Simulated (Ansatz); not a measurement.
# SiAsH₃ (singlet): from Hartree-Fock to the top rungs at a displaced geometry (v2), cc-pVDZ

One table from this session's results is given with a row withheld; the runs are named, their logs left out.

Method: cc-pVDZ, core rule «outside noble gas», up to 19 orbitals frozen; program: Ansatz 0.2.0, Gaussian basis.

To be run: UHF; CCSD(T) on RHF; CCSD(T) on UHF; BCCD(T) on RHF; CISD; CCSDT(Q) on RHF; CCSDT(Q) on UHF.

17 further runs of the same task are left out: 7 that didn't finish, 10 set aside as unsound or not needed.

### What is computed

The geometry is a PBE0/def2-TZVP stationary point (not a proven minimum) with its atoms shifted at random (size 0.100 Å). No spin-orbit coupling is included. The filled d shell of As may be among the frozen orbitals whatever the setting's name suggests; the logs give the count.

5 atoms, charge 0, spin multiplicity 1.

Atoms are counted from 1 here; the program's logs count them from 0.

Bond lengths: Si1–As2 2.161 Å, Si1–H3 1.469 Å, Si1–H4 1.562 Å, As2–H5 1.424 Å. Angles: As2–Si1–H3 126.5°, As2–Si1–H4 121.2°, H3–Si1–H4 111.6°, Si1–As2–H5 92.0°.

The first run:

Input file in.yaml:

```yaml
crystal:
  periodic: [false, false, false]
  atoms:
    - {symbol: Si, position_ang: [0.118417, 0.013810, 1.527140]}
    - {symbol: As, position_ang: [-0.046457, -0.022522, -0.626898]}
    - {symbol: H, position_ang: [0.030163, 1.198181, 2.390842]}
    - {symbol: H, position_ang: [0.113272, -1.306564, 2.360819]}
    - {symbol: H, position_ang: [0.010213, 1.397646, -0.706095]}
basis:
  gaussian: {orbitals: cc-pVDZ}
magnetization: {spin_polarized: true, initial_magnetization: 0}
hamiltonian: {xc: hf}
output: {orbitals: {seedname: orbitals}}
```

Launch:

```sh
$ ansatz run in.yaml --threads 1 --pin off --events-out ev --progress --plain --max-ram 2393MiB
```

Among the steps run: UHF; CCSD(T) on RHF; CCSD(T) on UHF; BCCD(T) on RHF; CISD; CCSDT(Q) on RHF; CCSDT(Q) on UHF.

One table of the session follows, with a row left open; its other results are not shown here.

```
   method  from RCCSDT(Q) (meV)
      RHF               +6912.0
      UHF               +6842.0
     RMP2               +1300.8
     CISD                     ?
    RCCSD                +310.1
 RCCSD(T)                 +51.4
  BCCD(T)                 +52.3
   RCCSDT                 +19.1
RCCSDT(Q)                     0
```

Estimate the missing values for CISD.

**Answer.** from RCCSDT(Q) (meV): +949.3. In the column «from RCCSDT(Q) (meV)» it lies between RCCSD (+310.1) and RMP2 (+1300.8).

Not comparable, so not listed: CCSD(T) on UHF; CCSDT(Q) on UHF (they don't share determinant, frozen orbitals or solution with the rows shown, or repeat one).

To keep in mind: Warnings: restricted reference is unstable; spin contamination.
